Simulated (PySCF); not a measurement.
# AsSe: spin, charge, geometry and surroundings

One physical setting of the base script is moved in each run, with the edits that it forces.

Computed with PySCF 2.14.0. Level: method and basis as typed in the scripts.

1 further run of the same task is left out (it didn't finish).

## (1) Where the work starts

AsSe: 2 atoms, charge 0, spin multiplicity 2.

Bond lengths: As1–Se2 2.405 Å.

## (2) Base script

input.py reads:

```python
from pyscf import gto, scf
from pyscf.geomopt.geometric_solver import optimize

mol = gto.M(
    atom='As 0 0 0; Se 0 0 2.405',
    basis='sbkjc',
    ecp={'As': 'sbkjc', 'Se': 'sbkjc'},
    charge=0,
    spin=1,
    verbose=4,
)
mf = scf.ROHF(mol)
mf = mf.density_fit(auxbasis='def2-universal-jkfit')
mf.kernel()
mol_eq = optimize(mf, maxsteps=30)
print('optimised geometry (angstrom)')
print(mol_eq.tostring('raw'))
print('orbital energies (hartree):', mf.mo_energy[..., max(0, mol.nelec[1]-3):mol.nelec[0]+3].round(4))
```

On the command line:

```console
> OMP_NUM_THREADS=1 python input.py
```

The log of this run is left out.

It gives: at the starting geometry E(SCF) = -15.149787 Eh, 14 cycles, optimised bond 2.205 Å in 3 steps; the optimisation lowers the energy by 0.343 eV.

## (3) Charge +2

Variant 1 changes charge: 0 → 2.

input.py reads:

```python
from pyscf import gto, scf
from pyscf.geomopt.geometric_solver import optimize

mol = gto.M(
    atom='As 0 0 0; Se 0 0 2.405',
    basis='sbkjc',
    ecp={'As': 'sbkjc', 'Se': 'sbkjc'},
    charge=2,
    spin=1,
    verbose=4,
)
mf = scf.ROHF(mol)
mf = mf.density_fit(auxbasis='def2-universal-jkfit')
mf.kernel()
mol_eq = optimize(mf, maxsteps=30)
print('optimised geometry (angstrom)')
print(mol_eq.tostring('raw'))
print('orbital energies (hartree):', mf.mo_energy[..., max(0, mol.nelec[1]-3):mol.nelec[0]+3].round(4))
```

On the command line:

```console
> OMP_NUM_THREADS=1 python input.py
```

## (4) Electric field 0.001 a.u.

Variant 2 changes electric field: none → 0.001 a.u.; step after the SCF: optimize → analyze.

input.py reads:

```python
from pyscf import gto, scf

mol = gto.M(
    atom='As 0 0 0; Se 0 0 2.405',
    basis='sbkjc',
    ecp={'As': 'sbkjc', 'Se': 'sbkjc'},
    charge=0,
    spin=1,
    verbose=4,
)
mf = scf.ROHF(mol)
mf = mf.density_fit(auxbasis='def2-universal-jkfit')
field = 0.001  # electric field along z, atomic units
h = mf.get_hcore() + field*mol.intor('int1e_r')[2]
mf.get_hcore = lambda *args: h
e_nuc = mol.energy_nuc() - field*mol.atom_charges() @ mol.atom_coords()[:, 2]
mf.energy_nuc = lambda *args: e_nuc
mf.kernel()
mf.mulliken_pop()
mf.dip_moment()
print('orbital energies (hartree):', mf.mo_energy[..., max(0, mol.nelec[1]-3):mol.nelec[0]+3].round(4))
```

## (5) Electric field 0.005 a.u.

Variant 3 changes electric field: none → 0.005 a.u.; step after the SCF: optimize → analyze.

input.py reads:

```python
from pyscf import gto, scf

mol = gto.M(
    atom='As 0 0 0; Se 0 0 2.405',
    basis='sbkjc',
    ecp={'As': 'sbkjc', 'Se': 'sbkjc'},
    charge=0,
    spin=1,
    verbose=4,
)
mf = scf.ROHF(mol)
mf = mf.density_fit(auxbasis='def2-universal-jkfit')
field = 0.005  # electric field along z, atomic units
h = mf.get_hcore() + field*mol.intor('int1e_r')[2]
mf.get_hcore = lambda *args: h
e_nuc = mol.energy_nuc() - field*mol.atom_charges() @ mol.atom_coords()[:, 2]
mf.energy_nuc = lambda *args: e_nuc
mf.kernel()
mf.mulliken_pop()
mf.dip_moment()
print('orbital energies (hartree):', mf.mo_energy[..., max(0, mol.nelec[1]-3):mol.nelec[0]+3].round(4))
```

## (6) PCM, ε = 78.36

Variant 4 changes solvent: none (gas phase) → PCM, ε = 78.36; step after the SCF: optimize → analyze.

input.py reads:

```python
from pyscf import gto, scf, solvent

mol = gto.M(
    atom='As 0 0 0; Se 0 0 2.405',
    basis='sbkjc',
    ecp={'As': 'sbkjc', 'Se': 'sbkjc'},
    charge=0,
    spin=1,
    verbose=4,
)
mf = scf.ROHF(mol)
mf = mf.density_fit(auxbasis='def2-universal-jkfit')
mf = solvent.PCM(mf)
mf.with_solvent.eps = 78.36
mf.kernel()
mf.mulliken_pop()
mf.dip_moment()
print('orbital energies (hartree):', mf.mo_energy[..., max(0, mol.nelec[1]-3):mol.nelec[0]+3].round(4))
```

## (7) Bond 0.5 Å

Variant 5 changes bond length: 2.405 Å → 0.5 Å.

Edit input.py of step 2 so:

```diff
@@ -4,3 +4,3 @@
 mol = gto.M(
-    atom='As 0 0 0; Se 0 0 2.405',
+    atom='As 0 0 0; Se 0 0 0.5',
     basis='sbkjc',
```

Before running it: what results should come out? Wanted: for each run, E(SCF); from base; SCF dipole; after the SCF.

As calculated:

| run | E(SCF) (hartree) | from base (eV) | cycles | SCF dipole (D) | after the SCF |
| --- | --- | --- | --- | --- | --- |
| base | -15.149787 | 0 | 14 | n/a | bond 2.205 Å, -0.343 eV |
| charge +2 | -14.258563 | +24.2514 | 13 | n/a | bond 2.302 Å, -0.078 eV |
| electric field 0.001 a.u. | -15.148775 | +0.0275 | 14 | 2.44 | n/a |
| electric field 0.005 a.u. | -15.145732 | +0.1103 | 12 | 1.42 | n/a |
| PCM, ε = 78.36 | -15.159070 | -0.2526 | 12 | 5.45 | n/a |
| bond 0.5 Å (poor choice) | 3.087169 | +496.2528 | 10 | n/a | bond 2.205 Å, -496.595 eV |

SCF columns refer to the geometry typed in the script.

Of the runs whose energies can be compared, “bond 0.5 Å” moves the SCF energy most (+496.253 eV). A continuum solvent with ε = 78.36 lowers the energy by 0.253 eV. Rows marked «poor choice» come from settings spoiled on purpose.
